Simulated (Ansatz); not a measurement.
**RbLuO2: stress in a strained cell**

RbLuO2 is deformed so: equal xx and yy strain of +2 %. What stress and forces result, by LAPW, PAW and all-electron datasets made for the crystal?

Computed with Ansatz 0.2.0 (DFT PBEsol, scalar-relativistic, unless a step's input says otherwise).

## Step 1: The system as given

It takes space group R-3m (No. 166, trigonal). The conventional cell has a = 3.400 Å, b = 3.400 Å, c = 19.150 Å, α = 90.00°, β = 90.00°, γ = 120.00°. Rb (site symmetry -3m) has 6 O at 2.88 Å in its first shell of neighbours. Lu (site symmetry -3m) is surrounded by 6 O at 2.24 Å. O (site symmetry 3m) is surrounded by 3 Lu at 2.24 Å and 3 Rb at 2.88 Å.

Coordinates:

```
Rb Lu O
1.0
     1.70000    0.98150    6.38333
    -1.70000    0.98150    6.38333
     0.00000   -1.96299    6.38333
Rb Lu O
1 1 2
Direct
  0.00000 0.00000 0.00000
  0.50000 0.50000 0.50000
  0.22300 0.22300 0.22300
  0.77700 0.77700 0.77700
```

Atoms are numbered in the order of the input: Rb1, Lu2, O3, O4.

## Step 2: After the deformation

Space group R-3m before, R-3m after.

## Step 3: Full-potential LAPW

Input file input.yaml:

```yaml
crystal:
  lattice:
    - [1.734000801, 1.0011258292, 6.38333]
    - [-1.734000801, 1.0011258292, 6.38333]
    - [0.0, -2.0022516584, 6.38333]
  atoms:
    - { symbol: Rb, position: [0.0, 0.0, 0.0] }
    - { symbol: Lu, position: [0.5, 0.5, 0.5] }
    - { symbol: O, position: [0.223, 0.223, 0.223] }
    - { symbol: O, position: [0.777, 0.777, 0.777] }
kpoints:
  mp_grid: { grid: [10, 10, 10] }
  band_path:
    path:
      - [0.0, 0.0, 0.0]
      - [0.5, 0.5, 0.5]
      - [0.8169353108, 0.1830646892, 0.5]
      - [0.5, -0.1830646893, 0.1830646892]
      - [0.5, 0.0, 0.0]
      - [0.0, 0.0, 0.0]
      - [0.3415323446, -0.3415323446, 0.0]
      - [0.6584676554, 0.0, 0.3415323446]
      - [0.5, 0.0, 0.5]
    npoints: 5
scf:
  occupations: { method: fermi_dirac, width: 0.03 }
hamiltonian:
  xc: pbesol
  pseudopotentials: { kind: all_electron, lapw: { basis_error: 0.001 } }
output:
  forces: true
  stress: true
  eigenvalues: true
```

On the command line:

```console
> ansatz run input.yaml --threads 1 --pin off --max-ram 4096MiB --backend cpu --events-out ev --progress --plain --runs-dir out
```

## Step 4: PAW with frozen cores

Input file input.yaml:

```yaml
crystal:
  lattice:
    - [1.734000801, 1.0011258292, 6.38333]
    - [-1.734000801, 1.0011258292, 6.38333]
    - [0.0, -2.0022516584, 6.38333]
  atoms:
    - { symbol: Rb, position: [0.0, 0.0, 0.0] }
    - { symbol: Lu, position: [0.5, 0.5, 0.5] }
    - { symbol: O, position: [0.223, 0.223, 0.223] }
    - { symbol: O, position: [0.777, 0.777, 0.777] }
kpoints:
  mp_grid: { grid: [10, 10, 10] }
scf:
  occupations: { method: fermi_dirac, width: 0.03 }
hamiltonian:
  xc: pbesol
  pseudopotentials: { kind: paw }
output:
  forces: true
  stress: true
  eigenvalues: true
  efg: { contact_densities: true }
```

## Step 5: All-electron PAW on datasets made for the crystal

input.yaml: that of step 4 with these lines changed.

```diff
@@ -16,3 +16,3 @@
   xc: pbesol
-  pseudopotentials: { kind: paw }
+  pseudopotentials: { kind: all_electron, datasets: crystal }
 output:
```

(Steps that only read results are left out.)

What does the calculation give? Wanted: pressure; largest shear or deviatoric stress.

As calculated:

```
                                 quantity                                              value
                                 pressure  LAPW -3.27, PAW -3.27, crystal datasets -3.27 GPa
largest shear or deviatoric stress (LAPW)                                           3.34 GPa
```

What this shows: The largest part of the stress beyond the pressure is 3.34 GPa in size, in the zz component; the atoms are carried along and not relaxed. No run of the undeformed cell stands beside it, so pressure and stress hold what the given cell had before the change, as far as its symmetry allows. PAW: stress within 0.01 GPa of LAPW, forces within 2 meV/Å. Crystal datasets: stress within 0.01 GPa of LAPW, forces within 1 meV/Å. Spin-orbit coupling is left out, though the cell holds Lu; in elements this heavy it can shift bands and gaps by tenths of an eV.

These are semilocal Kohn-Sham gaps, which aren't the measured quantity. Such gaps usually fall short of the measured ones.
